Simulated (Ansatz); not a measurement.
# One shape, several levels: quartet InHCl

We compute a comparison of 6 runs (UHF/STO-3G, UB2PLYP/def2-TZVPP, UBHLYP/def2-TZVPP, UCAM-B3LYP/def2-TZVPP, UPBE/def2-TZVPP, UPBE0/def2-TZVPP) of quartet InHCl. 

Program for the calculation: Ansatz 0.2.0.

38 further runs of the same task are left out: 38 set aside as unsound or not needed.

### Step 1. The structure to begin with

InHCl: 3 atoms, total charge 0, spin state quartet. SMILES of the parent species: `[Cl][InH]`. Geometry: relaxed at PBE0-D4/def2-TZVP. That shape belongs to the parent species and isn't relaxed for this state.

Bond lengths: Cl1–In2 2.365 Å, In2–H3 1.773 Å. Angles: Cl1–In2–H3 115.3°.

### Step 2. The energy at UHF/STO-3G (run 1)

The input, run.yaml:

```yaml
crystal:
  periodic: [false, false, false]
  atoms:
    - {symbol: Cl, position_ang: [-1.649800, 0.396800, -0.867400]}
    - {symbol: In, position_ang: [0.409500, 0.542400, 0.286100]}
    - {symbol: H, position_ang: [1.229400, -1.003900, 0.568100]}
basis:
  gaussian:
    orbitals: STO-3G
magnetization:
  spin_polarized: true
  initial_magnetization: 3
hamiltonian:
  xc: hf
accuracy: high
output: {orbitals: {seedname: orbitals}}
```

On the command line:

```sh
$ ansatz run run.yaml --threads 1 --pin off --max-ram 3480MiB --events-out events.jsonl --progress --plain --runs-dir runs
```

Standard output:

```text
Warning: RAYON_NUM_THREADS=1 ignored (pool sized by the plan → 1); use --threads N
Functional definition: HF
  name "HF"
  exchange = exact_x
  correlation = 0
662 factors; integrals over basis functions are off by at most 8.9e-9 eV
mean field evaluation 1: about -167019.1838 eV, gradient 6.1e0 eV
mean field evaluation 2: about -167019.2447 eV, gradient 6.1e0 eV
mean field evaluation 4: about -167020.0298 eV, gradient 1.1e0 eV
mean field evaluation 8: about -167020.1443 eV, gradient 3.2e-3 eV
mean field evaluation 16: about -167018.9744 eV, gradient 3.1e0 eV
mean field evaluation 32: about -167019.2073 eV, gradient 8.2e-1 eV
mean field -167020.14358685 eV, -6137.8770664974 hartree, gradient 2.5e-8 eV, S^2 3.760637; 4 other end points of the search recorded, 0 dependent functions left out
reference -167020.14358685 eV, -6137.8770664974 hartree; 35, 32 occupied and 2, 5 virtual orbitals, 662 factors
Total energy: -167020.14358685 eV, -6137.8770664974 hartree
```

Wall time 1.4 s (1 thread of Arm Neoverse V2, shared host); peak memory 0.12 GiB.

### Step 3. The energy at UB2PLYP/def2-TZVPP (core potential) (run 2)

run.yaml: that of step 2 with these lines changed.

```diff
@@ -7,9 +7,6 @@
 basis:
-  gaussian:
-    orbitals: STO-3G
-magnetization:
-  spin_polarized: true
-  initial_magnetization: 3
-hamiltonian:
-  xc: hf
+  gaussian: {orbitals: def2-TZVPP}
+magnetization: {spin_polarized: true, initial_magnetization: 3}
+hamiltonian: {xc: {name: B2PLYP}}
+correlation: {frozen_orbitals: {Cl: 5, H: 0, In: 4}}
 accuracy: high
```

On the command line:

```sh
$ ansatz run run.yaml --threads 1 --pin off --max-ram 3480MiB --events-out events.jsonl --progress --plain --runs-dir runs
```

Standard output, shortened:

```text
Warning: RAYON_NUM_THREADS=1 ignored (pool sized by the plan → 1); use --threads N
Functional definition: B2PLYP
  name "B2PLYP"
[...]
1766 factors; integrals over basis functions are off by at most 3.3e-9 eV
[...]
mean field -17695.29243988 eV, -650.2900028654 hartree, gradient 2.9e-8 eV, S^2 3.773032; 4 other end points of the search recorded, 0 dependent functions left out
9 core orbitals not correlated: weight in the atoms' cores, before any rotation towards them, 1.000 or more for the frozen orbitals, at most 0.000 for the correlated occupied ones
reference -17695.29246043 eV, -650.2900036207 hartree; 12, 9 occupied and 85, 88 virtual orbitals, 1766 factors
second order -14.58489725 eV of doubles, -0.00000000 eV of singles
Total energy: -17699.23038268 eV, -650.4347195944 hartree
```

It took 23 s on 1 thread of Arm Neoverse V2, shared host; peak memory 0.41 GiB.

Runs 3 to 5 aren't shown in full; the table further down has their settings and results.

### Step 4. A single-point energy at UPBE0/def2-TZVPP (core potential) (run 6)

The input, input.yaml:

```yaml
crystal:
  periodic: [false, false, false]
  atoms:
    - {symbol: Cl, position_ang: [-1.649800, 0.396800, -0.867400]}
    - {symbol: In, position_ang: [0.409500, 0.542400, 0.286100]}
    - {symbol: H, position_ang: [1.229400, -1.003900, 0.568100]}
basis:
  gaussian: {orbitals: def2-TZVPP}
total_charge: 0
magnetization: {spin_polarized: true, initial_magnetization: 3}
hamiltonian: {xc: {name: PBE0}}
accuracy: high
output: {orbitals: {seedname: orbitals}}
```

On the command line:

```sh
$ ansatz run input.yaml --threads 1 --pin off --max-ram 3480MiB --events-out events.jsonl --progress --plain --runs-dir runs
```

Standard output:

```text
Warning: RAYON_NUM_THREADS=1 ignored (pool sized by the plan → 1); use --threads N
Functional definition: PBE0
  name "PBE0"
  parameter a = 0.25
  parameter kappa = 0.804
  parameter beta = 0.06672455060314922
  exchange = (1 - a)*pbe_x(kappa = kappa, mu = beta*pi^2/3) + a*exact_x
  correlation = pbe_c(beta = beta)
1766 factors; integrals over basis functions are off by at most 3.3e-9 eV
mean field evaluation 1: about -17703.3385 eV, gradient 1.0e1 eV
mean field evaluation 2: about -17700.3052 eV, gradient 2.5e1 eV
mean field evaluation 4: about -17704.5167 eV, gradient 2.4e0 eV
mean field evaluation 8: about -17704.6094 eV, gradient 4.4e-1 eV
mean field evaluation 16: about -17704.6324 eV, gradient 7.4e-3 eV
mean field evaluation 32: about -17704.6325 eV, gradient 3.4e-7 eV
mean field -17704.63245051 eV, -650.6332419252 hartree, gradient 4.5e-8 eV, S^2 3.762717; 3 other end points of the search recorded, 0 dependent functions left out
reference -17704.63245375 eV, -650.6332420443 hartree; 21, 18 occupied and 85, 88 virtual orbitals, 1766 factors
Total energy: -17704.63245375 eV, -650.6332420443 hartree
```

Run time: 17 s. Hardware: 1 thread of Arm Neoverse V2, shared host; peak memory 0.41 GiB.

### Step 5. All runs side by side

```
run                                   level  core potential  frozen core orbitals   energy (Eh)  HOMO energy (eV)   ⟨S²⟩  wall time
  1                              UHF/STO-3G            none                     –  -6137.877066             -3.25  3.761      1.4 s
  2     UB2PLYP/def2-TZVPP (core potential)      def2-TZVPP                     9   -650.434720             -4.64  3.773       23 s
  3      UBHLYP/def2-TZVPP (core potential)      def2-TZVPP                     –   -650.700903             -4.56  3.771       21 s
  4  UCAM-B3LYP/def2-TZVPP (core potential)      def2-TZVPP                     –   -650.769597             -4.96  3.767       25 s
  5        UPBE/def2-TZVPP (core potential)      def2-TZVPP                     –   -650.600869             -3.14  3.756       28 s
  6       UPBE0/def2-TZVPP (core potential)      def2-TZVPP                     –   -650.633242             -4.02  3.763       17 s
```

### Step 6. Outcome

| quantity | value |
| --- | --- |
| run 6: total energy | -650.63324 Eh |
| run 6: HOMO energy (highest over α and β) | -4.02 eV |
| run 6: ⟨S²⟩ | 3.763 |

In words: Totals of different functionals can't be ranked against each other. Some runs of one species differ in core potentials or relativity; totals across that change don't compare. In run 1 the basis is minimal, so the values are rough. In run 1 relativity is left out where basis or elements ask for it. All runs together took 1.9 min, the longest 28 s.
